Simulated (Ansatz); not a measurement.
**AlBrH2SSi: one species, many methods**

How much do the methods differ for AlBrH2SSi? The plan is to run it at one geometry with functionals of several rungs and with coupled cluster. The yardstick is the atomisation energy at the CCSD(T) limit.

Method: functionals in def2-TZVPP, the program's frozen cores in correlated methods; program: Ansatz 0.2.0, Gaussian basis.

Levels to be run: LDA (SPW92), PBE-D4, revPBE-D4, BLYP-D4, r2SCAN-D4, B97M-V, PBE0-D4, B3LYP-D4, r2SCANh-D4, r2SCAN0-D4, HSE06-D4, BHLYP-D4, CAM-B3LYP-D4, LC-ωPBE, ωB97X-V, ωB97M-V, B2PLYP, PBE-QIDH; CCSD(T)/def2-SVP; CCSD(T)/def2-TZVPP; MP2/def2-QZVPP; extrapolation to the limit; RPA on PBE.

## 1. The geometry

An earlier PBE0-D4 in a triple-zeta def2 set relaxation fixed the geometry.

SMILES `[Br][Al]1[SiH2][S]1`, 6 atoms, charge 0, spin multiplicity 1.

Atoms are counted from 1 here; the program's logs count them from 0.

Bond lengths: Br1–Al2 2.231 Å, Al2–Si3 2.307 Å, Al2–S4 2.161 Å, Si3–S4 2.211 Å, Si3–H5 1.486 Å, Si3–H6 1.486 Å. Angles: Br1–Al2–Si3 164.5°, Br1–Al2–S4 136.3°, Si3–Al2–S4 59.2°, Al2–Si3–S4 57.1°, Al2–Si3–H5 124.9°, Al2–Si3–H6 125.0°, S4–Si3–H5 112.8°, S4–Si3–H6 112.9°, H5–Si3–H6 109.1°, Al2–S4–Si3 63.7°.

## 2. LDA

This LDA is Slater exchange with PW92 correlation.

in.yaml reads:

```yaml
crystal:
  periodic: [false, false, false]
  atoms:
    - {symbol: Br, position_ang: [0.156763, -3.320549, 1.109549]}
    - {symbol: Al, position_ang: [-0.020366, -1.240415, 0.323262]}
    - {symbol: Si, position_ang: [0.241335, 1.017908, -0.068206]}
    - {symbol: S, position_ang: [-1.204316, -0.234422, -1.178329]}
    - {symbol: H, position_ang: [1.281014, 1.614440, -0.945846]}
    - {symbol: H, position_ang: [-0.412332, 2.099036, 0.713372]}
basis:
  gaussian: {orbitals: def2-TZVPP}
hamiltonian: {xc: lda}
output: {orbitals: {seedname: orbitals}}
```

On the command line:

```console
$ ansatz run in.yaml --threads 2 --pin off --events-out ev --progress --plain --max-ram 4352MiB
```

The runs that follow: PBE-D4 (GGA); revPBE-D4 (GGA); BLYP-D4 (GGA); r2SCAN-D4 (meta-GGA); B97M-V (meta-GGA); PBE0-D4 (hybrid); B3LYP-D4 (hybrid); r2SCANh-D4 (hybrid); r2SCAN0-D4 (hybrid); HSE06-D4 (hybrid); BHLYP-D4 (hybrid); CAM-B3LYP-D4 (range-separated); LC-ωPBE (range-separated); ωB97X-V (range-separated); ωB97M-V (range-separated); B2PLYP (double hybrid); PBE-QIDH (double hybrid); CCSD(T) in def2-SVP; CCSD(T) in def2-TZVPP; MP2 in def2-QZVPP; RPA on PBE orbitals.

Before running them: what should the planned runs give, taken together? Wanted: atomisation energy, CCSD(T)/CBS; farthest beyond LDA; mean size of error, GGA; mean size of error, meta-GGA; mean size of error, hybrid; mean size of error, range-separated; mean size of error, double hybrid; gap, smallest and largest; T1 diagnostic.

The runs gave:

```
                               quantity                                                                          value
        atomisation energy, CCSD(T)/CBS                                                                 415.9 kcal/mol
functionals within 4.2 kcal/mol (1.0 %)  PBE-D4, PBE0-D4, r2SCANh-D4, r2SCAN0-D4, HSE06-D4, ωB97X-V, ωB97M-V, PBE-QIDH
                    farthest beyond LDA                                                      BHLYP-D4 (-17.0 kcal/mol)
                mean size of error, GGA                                                                   8.3 kcal/mol
           mean size of error, meta-GGA                                                                   5.7 kcal/mol
             mean size of error, hybrid                                                                   6.3 kcal/mol
    mean size of error, range-separated                                                                   6.5 kcal/mol
      mean size of error, double hybrid                                                                   8.2 kcal/mol
              gap, smallest and largest                                       3.20 eV (LDA (SPW92)), 9.60 eV (LC-ωPBE)
                          T1 diagnostic                                                                         0.0112
triples share of the correlation energy                                                                          4.3 %
```

**Reading.** LDA overbinds by 51.7 kcal/mol (12 %). PBE-D4 is off by +0.3 kcal/mol. Double hybrids carry the basis error of their MP2 part in triple zeta, and no dispersion term here, so their miss is partly the set-up's. By mean error the best rung here is meta-GGA (5.7 kcal/mol) and the worst beyond LDA is GGA (8.3 kcal/mol). The gap between the best rungs is small, so their order is not settled. Misses under about 4.2 kcal/mol are within the doubt on the reference itself, which lacks core-valence correlation, relativity and higher excitations, and its outer-core shells are covered unevenly. All levels share the lack of spin-orbit coupling, which lowers the free heavy atoms and so the true binding. Hartree-Fock recovers 72 % of the binding; the rest is correlation. CCSD(T) in def2-SVP is off by -39.7 kcal/mol, more than most functionals: a good method in a small basis is no reference. Orbital gaps span 3.2 to 9.6 eV; exact exchange widens them. Correlated methods include outer-core shells of Br, which these sets cover unevenly.
